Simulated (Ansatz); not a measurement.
**ClF₂H₃SiSn: basis-set convergence**

An exercise on one series of results from a longer session: the logs are not shown, and one member is left open.

Method: one geometry, several basis sets; program: Ansatz 0.2.0, Gaussian basis.

Plan: PBE0-D4/def2-SVP; ωB97M-V/def2-SVP; PBE0-D4/def2-QZVPP; ωB97M-V/def2-QZVPP; the functionals' def2-TZVPP values are taken from earlier runs.

1 further run of the same task is left out (for a known fault of the program).

### The relaxed structure

The geometry comes from an earlier relaxation with PBE0-D4 in a triple-zeta def2 set; it is a stationary point, not always the lowest conformer. Sn takes the def2 core potential; no spin-orbit term is included.

SMILES `[F][Sn]([F])([SiH3])[Cl]`, 8 atoms, charge 0, spin multiplicity 1.

Atoms are counted from 1 here; the program's logs count them from 0.

Bond lengths: F1–Sn2 1.907 Å, Sn2–F3 1.907 Å, Sn2–Si4 2.563 Å, Sn2–Cl5 2.304 Å, Si4–H6 1.480 Å, Si4–H7 1.480 Å, Si4–H8 1.480 Å. Angles: F1–Sn2–F3 102.4°, F1–Sn2–Si4 112.7°, F1–Sn2–Cl5 105.1°, F3–Sn2–Si4 112.6°, F3–Sn2–Cl5 105.1°, Si4–Sn2–Cl5 117.5°, Sn2–Si4–H6 106.9°, Sn2–Si4–H7 106.6°, Sn2–Si4–H8 106.6°, H6–Si4–H7 112.2°, H6–Si4–H8 112.2°, H7–Si4–H8 112.0°.

Set-up of the first run:

The input, in.yaml:

```yaml
crystal:
  periodic: [false, false, false]
  atoms:
    - {symbol: F, position_ang: [1.750692, 0.213131, -1.883186]}
    - {symbol: Sn, position_ang: [0.869468, 0.675623, -0.256508]}
    - {symbol: F, position_ang: [2.287654, 0.594992, 1.015845]}
    - {symbol: Si, position_ang: [-1.056254, -0.917713, 0.311280]}
    - {symbol: Cl, position_ang: [0.371186, 2.915471, -0.459239]}
    - {symbol: H, position_ang: [-0.482663, -2.280688, 0.371018]}
    - {symbol: H, position_ang: [-1.594796, -0.480012, 1.618433]}
    - {symbol: H, position_ang: [-2.053088, -0.777804, -0.773642]}
basis:
  gaussian: {orbitals: def2-SVP}
hamiltonian: {xc: pbe0, dispersion: d4}
output: {orbitals: {seedname: orbitals}}
```

The run is started by

```console
ansatz run in.yaml --threads 4 --pin off --events-out ev --progress --plain --max-ram 10444MiB
```

Among the steps run: PBE0-D4 in def2-SVP; ωB97M-V in def2-SVP; PBE0-D4 in def2-QZVPP; ωB97M-V in def2-QZVPP.

One of the session's tables, all rows but one given; the rest of the session is left out.

| functional | basis | HOMO (eV) | LUMO (eV) |
| --- | --- | --- | --- |
| PBE0-D4 | def2-SVP | -9.05 | -1.85 |
| PBE0-D4 | def2-TZVPP | -9.16 | -2.02 |
| PBE0-D4 | def2-QZVPP | -9.16 | -2.06 |
| ωB97M-V | def2-SVP | -11.07 | 0.18 |
| ωB97M-V | def2-TZVPP | -11.21 | -0.09 |
| ωB97M-V | def2-QZVPP | ? | ? |

Q: Estimate the row for ωB97M-V, def2-QZVPP from the others.

The run gave: HOMO (eV): -11.22; LUMO (eV): -0.25. In the column «HOMO (eV)» it is the lowest.
